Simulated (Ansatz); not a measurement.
# C2H7Cl2InO: a ladder of functionals and wavefunction methods

The task here is to estimate one member of a computed series from the others.

Program: Ansatz 0.2.0, Gaussian basis. Level of theory: functionals in def2-TZVPP, the program's frozen cores in correlated methods. These are calculated values, not measurements.

Plan: LDA (SPW92), PBE-D4, revPBE-D4, BLYP-D4, r2SCAN-D4, B97M-V, PBE0-D4, B3LYP-D4, r2SCANh-D4, r2SCAN0-D4, HSE06-D4, BHLYP-D4, CAM-B3LYP-D4, LC-ωPBE, ωB97X-V, ωB97M-V, B2PLYP, PBE-QIDH; CCSD(T)/def2-SVP; MP2/def2-TZVPP; MP2/def2-QZVPP; RPA on PBE.

### Structure used throughout

All runs share one geometry, relaxed beforehand with PBE0-D4 in a triple-zeta def2 set. In takes the def2 core potential; no spin-orbit term is included.

13 atoms, charge 0, spin multiplicity 1.

Atoms are counted from 1 here; the program's logs count them from 0.

Bond lengths: C1–O2 1.431 Å, C1–H7 1.091 Å, C1–H8 1.091 Å, C1–H9 1.088 Å, O2–In3 2.318 Å, O2–H10 0.968 Å, In3–C4 2.127 Å, In3–Cl5 2.372 Å, In3–Cl6 2.349 Å, C4–H11 1.089 Å, C4–H12 1.090 Å, C4–H13 1.089 Å. Angles: O2–C1–H7 111.1°, O2–C1–H8 109.6°, O2–C1–H9 106.9°, H7–C1–H8 110.8°, H7–C1–H9 109.0°, H8–C1–H9 109.3°, C1–O2–In3 123.3°, C1–O2–H10 110.1°, In3–O2–H10 98.4°, O2–In3–C4 108.3°, O2–In3–Cl5 83.2°, O2–In3–Cl6 95.4°, C4–In3–Cl5 122.4°, C4–In3–Cl6 123.6°, Cl5–In3–Cl6 110.4°, In3–C4–H11 109.6°, In3–C4–H12 109.4°, In3–C4–H13 109.1° and more.

The first run:

File in.yaml:

```yaml
crystal:
  periodic: [false, false, false]
  atoms:
    - {symbol: C, position_ang: [1.386586, 0.383856, 1.717646]}
    - {symbol: O, position_ang: [1.206086, -0.021199, 0.356799]}
    - {symbol: In, position_ang: [-0.687030, 0.483212, -0.882149]}
    - {symbol: C, position_ang: [-1.721600, -1.330786, -1.286954]}
    - {symbol: Cl, position_ang: [0.892255, 1.410968, -2.389086]}
    - {symbol: Cl, position_ang: [-1.483719, 2.131627, 0.589358]}
    - {symbol: H, position_ang: [1.244002, 1.459624, 1.829441]}
    - {symbol: H, position_ang: [2.379898, 0.087967, 2.058737]}
    - {symbol: H, position_ang: [0.633773, -0.136497, 2.305945]}
    - {symbol: H, position_ang: [1.863180, 0.410193, -0.207965]}
    - {symbol: H, position_ang: [-2.249360, -1.657795, -0.392034]}
    - {symbol: H, position_ang: [-2.439633, -1.165741, -2.089687]}
    - {symbol: H, position_ang: [-1.004036, -2.090130, -1.595251]}
basis:
  gaussian: {orbitals: def2-TZVPP}
hamiltonian: {xc: lda}
output: {orbitals: {seedname: orbitals}}
```

The run is started by

```
$ ansatz run in.yaml --threads 4 --pin off --events-out ev --progress --plain --max-ram 11315MiB
```

Steps of the session up to this table: LDA; PBE-D4 (GGA); revPBE-D4 (GGA); BLYP-D4 (GGA); r2SCAN-D4 (meta-GGA); B97M-V (meta-GGA); PBE0-D4 (hybrid); B3LYP-D4 (hybrid); r2SCANh-D4 (hybrid); r2SCAN0-D4 (hybrid); HSE06-D4 (hybrid); BHLYP-D4 (hybrid); CAM-B3LYP-D4 (range-separated); LC-ωPBE (range-separated); ωB97X-V (range-separated); ωB97M-V (range-separated); B2PLYP (double hybrid); PBE-QIDH (double hybrid).

One of the session's tables, all rows but one given; the rest of the session is left out.

It belongs to the step «Orbital energies across the functionals». 

```
  functional  HOMO (eV)  gap (eV)
 LDA (SPW92)      -6.99      4.95
      PBE-D4      -6.82      5.07
   revPBE-D4      -6.75      5.13
     BLYP-D4      -6.65      4.95
   r2SCAN-D4      -7.13      5.67
      B97M-V      -7.18      5.64
     PBE0-D4      -8.09      7.25
    B3LYP-D4      -7.83      6.69
  r2SCANh-D4      -7.59      6.46
  r2SCAN0-D4      -8.29      7.63
    HSE06-D4      -7.69      6.49
    BHLYP-D4      -9.19      9.22
CAM-B3LYP-D4          ?         ?
     LC-ωPBE     -10.76     12.14
     ωB97X-V     -10.39     11.58
     ωB97M-V     -10.25     11.18
```

Estimate the missing values for CAM-B3LYP-D4.

The run gave: HOMO (eV): -9.39; gap (eV): 9.49. In the column «HOMO (eV)» it lies between ωB97M-V (-10.25) and BHLYP-D4 (-9.19).
